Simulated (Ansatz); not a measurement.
TiH, space group P6_3/mmc, a comparison of functionals at one structure

Program: Ansatz's Python interface.

Input file `POSCAR`:
```text
TiH
1.0
   2.87758152    0.00000000    0.00000000
  -1.43879076    2.49205870    0.00000000
   0.00000000    0.00000000    5.26329400
Ti H
2 2
Direct
   0.00000000    0.00000000    0.00000000
   0.00000000    0.00000000    0.50000000
   0.66666667    0.33333333    0.75000000
   0.33333333    0.66666667    0.25000000
```

`xc_tih.py`
```python
"""Functional comparison for TiH (totals differ with the potentials too)."""

import ansatz as az
from ase.io import read

atoms = read("POSCAR", format="vasp")
structure = az.Crystal.from_ase(atoms)

setup = (
    structure.calculation()
    .pseudopotentials("paw")
    .basis(320, xc_grid=3)
    .kpoints(9, 9, 5)
    .occupations("fermi_dirac", width=20 * az.meV)  # fractional filling near the Fermi level
    .stress()  # GPa
)

rows = []
for value in ["blyp", "lda", "pbesol"]:
    r = setup.functional(value).run(threads=1, pin="off").report
    rows.append((value, r["free_energy_ev"] / len(r["lattice"]["sites"]), r["n_iterations"], sum(r["stress_gpa"][i][i] for i in range(3)) / 3, r["n_kpoints"]))

print("  functional   F/atom (eV)    iterations       P (GPa)      k-points")
for row in rows:
    print(f"{str(row[0]):>12s}  {row[1]:12.5f}  {row[2]:12d}  {row[3]:12.3f}  {row[4]:12d}")
```

Running `python xc_tih.py` prints:
```text
DeckWarning: basis.ecutwfc = 320 eV is below the records' recommended 420 eV, and the density's cutoff is lower with it unless basis.ecutrho_ratio is high enough to keep the records' density cutoff: compare with a run at a higher cutoff
  functional   F/atom (eV)    iterations       P (GPa)      k-points
        blyp   -1260.96371             7         3.466            36
         lda   -1233.15592             6        -9.094            36
      pbesol   -1244.94346             6        -4.970            36
```
(Warnings from the package without file and line.)

What to keep in mind:
- The cutoff lies under the one recommended for these potentials.
- The run is spin-unpolarised.
- Under the recommended cutoff a pressure can be off by several GPa, even in sign.
- BLYP can be off by several per cent in the lattices of metals, and by several GPa in the pressure at a fixed cell.
- For a metal this k-point mesh is coarse: on a finer one energies can move by several to tens of meV an atom and pressures by half a GPa or more, differences at one mesh by less.
- Pressure is positive in compression.
- The structure comes from a database of computed cells and needn't be a stable or known phase.
- Total energies of different functionals can't be compared; pressures, moments and gaps at this one structure can.
- The whole script took 3.2 s on 1 thread of Arm Neoverse V2 (shared host), peak memory 0.41 GiB.
